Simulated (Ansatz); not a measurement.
A nudged elastic band was laid between two geometries of a periodic cell of 17 atoms, W₈C₈F (surface WC(001), adsorbate F).

Level of theory: DFT PBE, scalar-relativistic, plane waves, PAW (Ansatz 0.2.0). Settings: PAW set soft_1, cutoff 420 eV, k mesh 4x4x1, gaussian smearing 0.1 eV, no spin polarisation.

* movable images: 3
* climbing image: yes
* spring: 5.0 eV/Å²
* optimiser: fire
* start path: default
* force threshold: 0.05 eV/Å
* iteration limit: 50
* end points: relaxed
* atoms held: 1, 5, 9, 13
* largest step: 0.5 Å

Initial state:

```xyz
17
Lattice="5.6779 0.0000 0.0000 -2.8390 4.9172 0.0000 0.0000 0.0000 15.1826" Properties=species:S:1:pos:R:3
W 0.000 0.000 1.000
C 1.419 0.820 2.364
W -0.009 -0.004 3.891
C 1.420 0.820 5.188
W -1.419 2.459 1.000
C -0.002 3.277 2.339
W -1.421 2.459 3.904
C 0.016 3.289 5.052
W 2.839 0.000 1.000
C 4.258 0.821 2.339
W 2.846 -0.004 3.891
C 4.258 0.800 5.053
W 1.419 2.459 1.000
C 2.840 3.277 2.340
W 1.418 2.468 3.892
C 2.821 3.289 5.053
F 1.425 0.819 6.517
```

Final state:

Only the atoms that move by more than 0.05 Å are listed.
```
C4 1.436 0.830 5.052
C8 0.000 3.278 5.188
F17 0.005 3.277 6.517
```

What changes between the two ends?

The atom that moves furthest is F17, by 2.84 Å; four of its nearest neighbours are C4 1.33, W11 3.10, W15 3.10, W3 3.10 Å at the first end and C8 1.33, W15 3.10, W11 3.10, W7 3.10 Å at the last.

What energy profile does the band end with?

The forces met the threshold. The highest image is number 2 of 0 to 4, 2.46 eV above the ends, which have the same energy within 2 meV. Neighbouring images differ by up to 1.9 eV, so the band resolves the path poorly. The order of the point at the top wasn't checked. Limits of this set-up: coarse k mesh, thin slab, slab without dipole correction, odd electron count without spin, a typed lattice constant that wasn't relaxed here.

| image | path coordinate (Å) | energy (eV) | C4–F17 (Å) | C8–F17 (Å) |
| --- | --- | --- | --- | --- |
| 0 | 0.00 | 0.00 | 1.33 | 3.19 |
| 1 | 0.75 | 0.55 | 1.36 | 2.58 |
| 2 | 1.49 | 2.46 | 1.88 | 1.87 |
| 3 | 2.24 | 0.55 | 2.57 | 1.36 |
| 4 | 2.98 | 0.00 | 3.19 | 1.33 |

What is the geometry of the highest image?


```xyz
17
Lattice="5.6779 0.0000 0.0000 -2.8390 4.9172 0.0000 0.0000 0.0000 15.1826" Properties=species:S:1:pos:R:3
W 0.000 0.000 1.000
C 1.430 0.812 2.351
W -0.003 0.010 3.893
C 1.341 0.919 5.116
W -1.419 2.459 1.000
C -0.002 3.292 2.351
W -1.414 2.453 3.893
C 0.046 3.163 5.116
W 2.839 0.000 1.000
C 4.246 0.813 2.365
W 2.840 0.002 3.976
C 4.274 0.830 5.088
W 1.419 2.459 1.000
C 2.856 3.289 2.315
W 1.443 2.473 3.820
C 2.812 3.264 5.014
F 0.698 2.045 6.472
```

Time of the run: 11 min on 4 threads of Intel(R) Xeon(R) Platinum 8488C (Sapphire Rapids) (shared host), peak memory 2.2 GiB.
